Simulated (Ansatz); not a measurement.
**r2SCAN/def2-SVP (core potential) run of CH5FOSn (SMILES [CH3][SnH]([OH])[F])**

What is the energy change on altering one bond length of CH5FOSn at r2SCAN/def2-SVP (core potential)? 

Program for the calculation: Ansatz 0.2.0.

116 further runs of the same task are left out: 116 set aside as unsound or not needed.

## 1. The structure to begin with

CH5FOSn: 9 atoms, total charge 0, spin state singlet. SMILES: `[CH3][SnH]([OH])[F]`. Geometry: relaxed at PBE0-D4/def2-TZVP. This is one conformer, not always the lowest.

Bond lengths: C1–Sn2 2.120 Å, Sn2–O3 1.954 Å, Sn2–F4 1.928 Å, C1–H5 1.090 Å, C1–H6 1.090 Å, C1–H7 1.090 Å, Sn2–H8 1.697 Å, O3–H9 0.960 Å. Some angles: C1–Sn2–O3 112.2°, C1–Sn2–F4 104.4°, O3–Sn2–F4 104.6°, C1–Sn2–H8 121.5°, O3–Sn2–H8 105.6°, F4–Sn2–H8 107.3°, Sn2–C1–H5 109.8°, Sn2–C1–H6 110.0°, Sn2–C1–H7 108.7°, Sn2–O3–H9 113.8°.

## 2. The energy at r2SCAN/def2-SVP (core potential)

File job.yaml:

```yaml
basis:
  gaussian:
    orbitals: def2-SVP
crystal:
  periodic: [false, false, false]
  atoms:
    - symbol: C
      position_ang: [-0.348000, 1.320900, -0.172600]
    - symbol: Sn
      position_ang: [-0.271200, -0.757400, 0.237600]
    - symbol: O
      position_ang: [1.527400, -1.346400, 0.725000]
    - symbol: F
      position_ang: [-0.613200, -1.596000, -1.464600]
    - symbol: H
      position_ang: [-1.361700, 1.603400, -0.455800]
    - symbol: H
      position_ang: [-0.043600, 1.885400, 0.708500]
    - symbol: H
      position_ang: [0.329800, 1.539100, -0.997600]
    - symbol: H
      position_ang: [-1.308700, -1.477000, 1.371800]
    - symbol: H
      position_ang: [2.177700, -1.218400, 0.030600]
hamiltonian:
  xc: {name: r2SCAN}
accuracy: high
output: {orbitals: {seedname: orbitals}}
```

Launch:

```
ansatz run job.yaml --threads 1 --pin off --max-ram 3480MiB --events-out events.jsonl --progress --plain --runs-dir runs
```

Log:

```text
Warning: RAYON_NUM_THREADS=1 ignored (pool sized by the plan → 1); use --threads N
Functional definition: r2SCAN
  name "r2SCAN"
  parameter k0 = 0.174
  parameter k1 = 0.065
  parameter a1 = 4.9479
  exchange = r2scan_x(k0 = k0, k1 = k1, a1 = a1)
  correlation = r2scan_c
2210 factors; integrals over basis functions are off by at most 3.4e-9 eV
mean field evaluation 1: about -11697.4542 eV, gradient 7.7e1 eV
mean field evaluation 2: about -11662.3799 eV, gradient 1.5e2 eV
mean field evaluation 4: about -11709.1045 eV, gradient 1.1e1 eV
mean field evaluation 8: about -11709.3591 eV, gradient 2.2e-1 eV
mean field evaluation 16: about -11709.3570 eV, gradient 1.1e-5 eV
mean field -11709.35695952 eV, -430.3109313752 hartree, gradient 2.1e-8 eV, S^2 0.000000; 0 other end points of the search recorded, 0 dependent functions left out
reference -11709.35696048 eV, -430.3109314104 hartree; 25, 25 occupied and 68, 68 virtual orbitals, 2210 factors
Total energy: -11709.35696048 eV, -430.3109314104 hartree
```

It took 17 s on 1 thread of Arm Neoverse V1, shared host; peak memory 0.32 GiB.

## 3. The distorted shape, same level

File run.yaml:

```yaml
crystal:
  periodic: [false, false, false]
  atoms:
    - symbol: C
      position_ang: [-0.245395, 1.572492, 0.338083]
    - symbol: Sn
      position_ang: [-0.168595, -0.505808, 0.748283]
    - symbol: O
      position_ang: [1.630005, -1.094808, 1.235683]
    - symbol: F
      position_ang: [-0.613200, -1.596000, -1.464600]
    - symbol: H
      position_ang: [-1.259095, 1.854992, 0.054883]
    - symbol: H
      position_ang: [0.059005, 2.136992, 1.219183]
    - symbol: H
      position_ang: [0.432405, 1.790692, -0.486917]
    - symbol: H
      position_ang: [-1.206095, -1.225408, 1.882483]
    - symbol: H
      position_ang: [2.280305, -0.966808, 0.541283]
basis:
  gaussian: {orbitals: def2-SVP}
output: {orbitals: {seedname: orbitals}}
hamiltonian: {xc: r2scan}
accuracy: high
```

Launch:

```
ansatz run run.yaml --threads 1 --pin off --max-ram 3480MiB --events-out events.jsonl --progress --plain --runs-dir runs
```

Log (excerpt; [...] marks lines left out):

```text
Warning: RAYON_NUM_THREADS=1 ignored (pool sized by the plan → 1); use --threads N
[... 7 set-up lines as earlier in the session ...]
2171 factors; integrals over basis functions are off by at most 7.4e-9 eV
mean field evaluation 1: about -11694.2300 eV, gradient 8.1e1 eV
mean field evaluation 2: about -11521.4210 eV, gradient 2.7e2 eV
mean field evaluation 4: about -11704.6068 eV, gradient 4.1e1 eV
mean field evaluation 8: about -11707.7896 eV, gradient 9.4e-1 eV
mean field evaluation 16: about -11707.7876 eV, gradient 2.1e-4 eV
mean field -11707.78764029 eV, -430.2532599572 hartree, gradient 3.4e-8 eV, S^2 0.000000; 0 other end points of the search recorded, 0 dependent functions left out
reference -11707.78764124 eV, -430.2532599922 hartree; 25, 25 occupied and 68, 68 virtual orbitals, 2171 factors
Total energy: -11707.78764124 eV, -430.2532599922 hartree
```

Wall time 18 s (1 thread of Arm Neoverse V1, shared host); peak memory 0.31 GiB.

## 4. Results

Level: r2SCAN/def2-SVP (core potential).

| quantity | value |
| --- | --- |
| first shape: total energy | -430.31093 Eh |
| first shape: HOMO energy | -7.03 eV |
| first shape: LUMO energy | -0.68 eV |
| first shape: HOMO–LUMO gap | 6.35 eV |
| distorted shape: total energy | -430.25326 Eh |
| distorted shape: HOMO energy | -6.24 eV |
| distorted shape: LUMO energy | -2.54 eV |
| distorted shape: HOMO–LUMO gap | 3.70 eV |
| energy change with the Sn2–F4 bond stretched from 1.928 to 2.507 Å | 1.569 eV |

With the Sn2–F4 bond stretched from 1.928 to 2.507 Å the energy rises by 1.57 eV (151 kJ/mol). The first shape isn't relaxed at this level, so the change isn't measured from a minimum.
